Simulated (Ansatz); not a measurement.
CsMgBiO3 in Ansatz: convergence with k mesh

CsMgBiO3:

```xyz
6
Lattice="3.2305 1.8651 3.7970 -3.2305 1.8651 3.7970 0.0000 -3.7303 3.7970" Properties=species:S:1:pos:R:3 pbc="T T T"
Bi   -0.0066   -0.0178    6.3970
Cs   -0.0341    0.0148   10.4381
Mg   -0.0043    0.0298    3.4234
O     1.5794    0.9351    7.4696
O     0.0074   -1.8654    7.4539
O    -1.6055    0.8862    7.4256
```

The cell comes from a database or a generator and needn't be the stable form of this composition.

The cell isn't the ideal one: atoms moved at random, drawn with an rms of 0.05 Å.

| Property | Result |
| --- | --- |
| Program | Ansatz 0.2.0 |
| Task | convergence study |
| Functional | PBE |
| Potentials or basis | Ansatz PAW earlier set |
| Cutoff | 900 eV |
| Density cutoff | 3600 eV |
| k mesh | 2 × 2 × 2 |
| Occupations | fermi-dirac, width 0.05 eV |
| Spin | no spin polarisation |

These are the settings of the first run; the series varies k mesh, with any setting tied to it.

Hardware: 2 threads of Arm Neoverse V1 (shared host).

Q: The values tried are 2 × 2 × 2, 3 × 3 × 3, 4 × 4 × 4, 5 × 5 × 5, 6 × 6 × 6, 7 × 7 × 7, 9 × 9 × 9, loosest first. From which on does the pressure stay within 0.1 GPa of the tightest run that finished?

A: From 3 × 3 × 3 on.

```csv
k mesh,"energy less the tightest run, at zero smearing (meV/atom)",pressure (GPa),largest force (eV/Å),gap on the mesh (eV),SCF cycles,CPU time (s),peak memory (GiB)
2 × 2 × 2,34.57,0.01,1.493,2.505,12,13,0.69
3 × 3 × 3,-3.66,-0.37,1.182,3.401,11,40,0.63
4 × 4 × 4,0.55,-0.32,1.180,2.548,12,92,0.8
5 × 5 × 5,-0.09,-0.33,1.181,2.738,12,180,1
6 × 6 × 6,0.02,-0.33,1.180,2.525,13,320,1.4
7 × 7 × 7,0.00,-0.33,1.181,2.572,12,490,1.9
9 × 9 × 9,timed out after 420 s,-,-,-,-,-,-
```

Against the tightest run, the energy stays within 1 meV/atom from 4 × 4 × 4 on; the largest force stays within 0.005 eV/Å from 3 × 3 × 3 on. Not settled before the last step: the gap on the mesh (to 0.01 eV). Meshes of other sizes hit other points, so gaps and Fermi surfaces needn't settle smoothly. The tightest run that finished is the yardstick and may itself not be fully converged.

Caveat, for the tightest run too: odd divisions of the mesh miss points on the zone boundary, where band edges often lie, so the gap on the mesh can be too wide; spin-orbit coupling is left out, which as a rule narrows the gap of such compounds by several tenths of an eV.
